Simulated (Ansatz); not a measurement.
# Al (Aluminum): the cost of one run

Program: the Python package of Ansatz 0.2.0. The levels of theory stand in the script. These are calculated values, not measurements.

## Step 1: The system

Symmetry: Fm-3m, No. 225, cubic system. The conventional cell has a = 4.050 Å, b = 4.050 Å, c = 4.050 Å, α = 90.00°, β = 90.00°, γ = 90.00°. Al (site symmetry m-3m) has 12 Al at 2.86 Å as nearest neighbours.

No structure file is read: the coordinates are typed or built in the script.

## Step 2: Script

lattice_al.py reads:

```python
# -*- coding: utf-8 -*-
"""Relaxed cell of Al under several functionals."""

import warnings

import ansatz as az
import numpy as np

MESH = (16, 16, 16)
FILLING = "fermi_dirac"
FMAX = 0.005

def edges_and_angles(cell):
    cell = np.asarray(cell)
    a, b, c = np.linalg.norm(cell, axis=1)
    cosines = cell[1] @ cell[2] / (b * c), cell[0] @ cell[2] / (a * c), cell[0] @ cell[1] / (a * b)
    return (a, b, c, *np.degrees(np.arccos(cosines)))

warnings.simplefilter("ignore", az.DeckWarning)

xtal = (
    az.Lattice.of((0.0, 2.024805, 2.024805), (2.024805, 0.0, 2.024805), (2.024805, 2.024805, 0.0))
    .atom("Al", (0.0, 0.0, 0.0))
)

job = xtal.calculation()
job = job.kpoints(mesh=MESH)
job = job.occupations(FILLING)
job = job.relax(cell=True, force_tolerance=FMAX)

levels = [("pbe", "none"), ("pbesol", "none"), ("pbe", "d3bj"), ("r2scan", "d4")]
print("level            a       b       c    alpha   beta  gamma  V/atom  steps")
for name, dispersion in levels:
    seen = []
    run = job.functional(name, dispersion=dispersion).session().plan()
    result = run.execute(on_event=lambda e: seen.append(e) if e["event"] == "relax_step" else None)
    cell = result.lattice.cell_ang
    label = name if dispersion == "none" else f"{name}+{dispersion}"
    print("{:13s} {:7.4f} {:7.4f} {:7.4f} {:6.2f} {:6.2f} {:6.2f}".format(label, *edges_and_angles(cell)), f"{abs(np.linalg.det(cell)) / len(result.lattice.sites):7.3f} {len(seen):5d}")
```

## Step 3: What the engine is handed

The engine receives this input (first run):

```yaml
crystal:
  lattice:
    - [0.0, 2.024805, 2.024805]
    - [2.024805, 0.0, 2.024805]
    - [2.024805, 2.024805, 0.0]
  atoms:
    - { symbol: Al, position: [0.0, 0.0, 0.0] }
kpoints:
  mp_grid:
    grid: [16, 16, 16]
hamiltonian:
  xc: pbe
  dispersion: none
scf:
  occupations:
    method: fermi_dirac
relax:
  f_tol: 0.005
  cell: {}
```

## Step 4: Launch

Command:

```sh
python lattice_al.py
```

Q: Estimate wall time and peak memory on 1 thread of Arm Neoverse V2, shared host.

About 18 s, with a peak of 0.43 GiB.
